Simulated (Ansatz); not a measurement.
The system is TaVN2.

```
CELL_PARAMETERS angstrom
3.04987 0.00000 0.00000
0.00000 3.04987 0.00000
0.00000 0.00000 4.29606
ATOMIC_POSITIONS crystal
Ta 0.00000 0.00000 0.00000
V 0.50000 0.50000 0.50000
N 0.50000 0.50000 0.00000
N 0.00000 0.00000 0.50000
```

The cell comes from a database or a generator and needn't be the stable form of this composition.

A run of Ansatz 0.2.0 on this cell left the log below. Logs are shortened: lines on timing, memory, paths and dates and some standing lists are left out, and cuts for length are marked.

```text
Warning: RAYON_NUM_THREADS=2 ignored (pool sized by the plan → 2); use --threads N
scf.n_extra_bands = 10 over 18 filled bands (N_el = 36.0): the run solves 28 bands
Engine: ansatz 0.2.0, x86_64-unknown-linux-gnu
Pseudopotentials: kind: paw
Pseudopotential: Ta, paw, valence charge 13, recommended cutoff 500 eV (meta_gga), Ta.paw.azcp
Pseudopotential: V, paw, valence charge 13, recommended cutoff 500 eV (meta_gga), V.paw.azcp
Pseudopotential: N, paw, valence charge 5, recommended cutoff 500 eV (meta_gga), N.paw.azcp
Functional definition: r2SCAN
  parameter k0 = 0.174
  parameter k1 = 0.065
  parameter a1 = 4.9479
  exchange = r2scan_x(k0 = k0, k1 = k1, a1 = a1)
  correlation = r2scan_c
Crystal: 4 atoms, lattice volume = 39.961 Å³
Basis set: ecut = 500 eV, 1023 PW (Γ), exchange–correlation on 96×96×128 points (64 copies of the dense FFT grid, shifted against one another)
Bands: 28, of which v1, the nominal top of the filled ones, is band 18 counted from 1 (17 counted from 0)
Symmetry: 16 space group operations
Space group: P4/mmm (ITA 123), of the structure as read, at distance tolerance 3.4e-5 Å
Magnetic group: BNS 123.339 (UNI 999), of the structure as read, at distance tolerance 3.4e-5 Å
k-points: 60 of 486
Non-local potential: Ta, projectors of the file, l = 0: 3, l = 1: 2, l = 2: 2, l = 3: 1
Non-local potential: V, projectors of the file, l = 0: 3, l = 1: 2, l = 2: 3, l = 3: 1
Non-local potential: N, projectors of the file, l = 0: 2, l = 1: 2, l = 2: 1
PAW form: soft (Blöchl's): semilocal exchange-correlation on the pseudo side does not see the compensation charge
PAW frozen core: Ta, regenerated for the run's functional (the file was generated under x = pbe(κ = 0.804, μ = 0.2195149727645171), c = pbe(β = 0.06672455060314922))
PAW frozen core: V, regenerated for the run's functional (the file was generated under x = pbe(κ = 0.804, μ = 0.2195149727645171), c = pbe(β = 0.06672455060314922))
PAW frozen core: N, regenerated for the run's functional (the file was generated under x = pbe(κ = 0.804, μ = 0.2195149727645171), c = pbe(β = 0.06672455060314922))
[... 34 lines left out ...]
Magnetization: 1.9718 μB (18.9859 up, 17.0141 down)
Absolute magnetization: 2.2618 μB (∫|ρ↑−ρ↓|, with the PAW one-centre terms)
Spin contamination: 0.1237 ħ² per cell (⟨S²⟩ above its minimum at these occupations)
Per-site moments (μB) at R_I (Å): [(-0.06713424754002902, 0.8860627875000001), (1.6277590845626384, 0.8860627875000001), (0.03594509551665444, 0.8860627875000001), (0.05612113858006419, 0.8860627875000001)]
Free energy (F): -13635.737401 eV
Harris-Foulkes:  -13635.737401 eV  (|F-HF|=2.00e-8)
Internal energy: -13635.720596 eV  (E = F + TS)
E sigma→0 (E₀):  -13635.728998 eV
Entropy (-TS):   -0.016805 eV (-4.201 meV/atom)
Fermi energy:    19.464024 eV
--- Per-component energies (eV) ---
  E_band       = -189.971421
  E_kinetic    = 971.592631
  E_local      = -1617.198496  (includes V_loc(G=0)·N_el)
  E_nonlocal   = 62.741414
  E_hartree    = 653.415393
  E_xc         = -452.710617
  E_vxc        = -577.662670  (∫ρ·V_xc dr)
  E_paw        = -9805.473325  (= ΣΔE_a)
  E_vpaw       = -369.048726  (= ΣTr[D̂ρ^β])
  E_aug_tail   = 0.000315  (compensation charges beyond the density's cutoff)
  E_vtau       = 32.770775  (kinetic-family band-sum trace: ∫τ·v_τ [+ j·A + Jᵃ·Aᵃ] dr)
  E_ewald      = -3447.006721
  E_core_change = -1.081190  (= ΣΔE_core)
  E_smearing   = -0.016805  (= −TS)
  E_closure    = 0.000000  (closes the sum)
  Σ components = -13635.737401   (vs F -13635.737401, Δ=0.00e0)
--- Forces (eV/Å), atoms counted from 1 ---
  atom   1  Ta     0.00000000     0.00000000     0.00000000
  atom   2  V      0.00000000     0.00000000     0.00000000
  atom   3  N      0.00000000     0.00000000     0.00000000
  atom   4  N     -0.00000000    -0.00000000     0.00000000
  max |Σ_I F_I| component: 1.70e-29 eV/Å
--- Stress (GPa, compression-positive) ---
        2.082706       0.000000       0.000000
        0.000000       2.082706       0.000000
        0.000000       0.000000      -1.146379
  P = ⅓ Tr σ = 1.0063 GPa (10.063 kbar)
--- Band table (eV; the first three rows and the last of 120) ---
  k-point 0 ↑: bands = ["-51.9841", "-48.5350", "-21.3767", "-21.2987", "-21.2987", "-17.8286", "-17.7156", "-17.7156", "0.1474", "1.8398", "12.7135", "14.6070", "15.0411", "15.0411", "16.3901", "16.4738", "16.4738", "17.3637", "17.3637", "17.4038", "19.5992", "19.6957", "21.3101", "21.5661", "21.5661", "23.0434", "23.8315", "28.0986"]
  k-point 1 ↑: bands = ["-51.9840", "-48.5351", "-21.3753", "-21.2981", "-21.2981", "-17.8422", "-17.7161", "-17.7161", "0.2909", "1.9415", "12.3756", "14.7337", "14.9628", "14.9628", "15.0217", "15.9623", "15.9623", "17.1933", "18.0251", "18.0251", "19.6670", "20.6239", "21.2216", "21.7286", "21.7286", "23.3063", "24.4537", "28.4816"]
  k-point 2 ↑: bands = ["-51.9838", "-48.5353", "-21.3725", "-21.2970", "-21.2970", "-17.8693", "-17.7173", "-17.7173", "0.5936", "2.1628", "11.7946", "13.1911", "14.8145", "14.8145", "15.0704", "15.4468", "15.4468", "16.6954", "18.8631", "18.8631", "19.8314", "21.0164", "21.5424", "22.0428", "22.0428", "23.3047", "26.1324", "29.0852"]
  k-point 59 ↓: bands = ["-51.9987", "-46.2019", "-19.1240", "-19.1197", "-18.9403", "-18.2074", "-18.2048", "-17.9443", "1.5515", "3.2946", "12.2842", "12.3916", "12.7344", "13.2127", "13.3851", "13.4751", "20.2574", "20.2658", "21.0731", "21.1008", "22.6738", "22.8674", "23.3398", "23.3838", "24.4635", "25.4866", "30.6484", "30.9798"]
```

**Question.** What input gives this log?

**Answer.** Band structure with r2SCAN, collinear spin, ferromagnetic start. The files as run (others can give the same):

input.yaml
```yaml
crystal:
  lattice:
    - [3.049867, 0.0, 0.0]
    - [0.0, 3.049867, 0.0]
    - [0.0, 0.0, 4.296062]
  atoms:
    - { symbol: Ta, position: [0.0, 0.0, 0.0] }
    - { symbol: V, position: [0.5, 0.5, 0.5], spin: 2.0 }
    - { symbol: "N", position: [0.5, 0.5, 0.0] }
    - { symbol: "N", position: [0.0, 0.0, 0.5] }
hamiltonian:
  xc: r2scan
  pseudopotentials: { kind: paw }
magnetization:
  spin_polarized: true
kpoints:
  mp_grid: { grid: [9, 9, 6] }
  band_path:
    path:
      - [[0.0, 0.0, 0.0], [0.0, 0.5, 0.0], [0.5, 0.5, 0.0], [0.0, 0.0, 0.0], [0.0, 0.0, 0.5], [0.0, 0.5, 0.5], [0.5, 0.5, 0.5], [0.0, 0.0, 0.5]]
      - [[0.0, 0.5, 0.0], [0.0, 0.5, 0.5]]
      - [[0.5, 0.5, 0.0], [0.5, 0.5, 0.5]]
    npoints: 14
scf:
  occupations: { method: fermi_dirac, width: 0.05 }
  n_extra_bands: 10
output:
  forces: true
  stress: true
  eigenvalues: true
  fatbands: false
```

Potentials or basis: Ansatz PAW.
Launch:
```console
$ ansatz run input.yaml --threads 2 --pin off --max-ram 5632MiB --backend cpu --events-out ev --progress --plain --runs-dir out
```

Caveat: the magnetic or orbital state may not be the lowest; spin-orbit coupling is left out, which moves the levels of the heavy elements; the PAW data sets come from PBE, with cores solved anew for the run's functional, which leaves a small shift of forces and pressure.
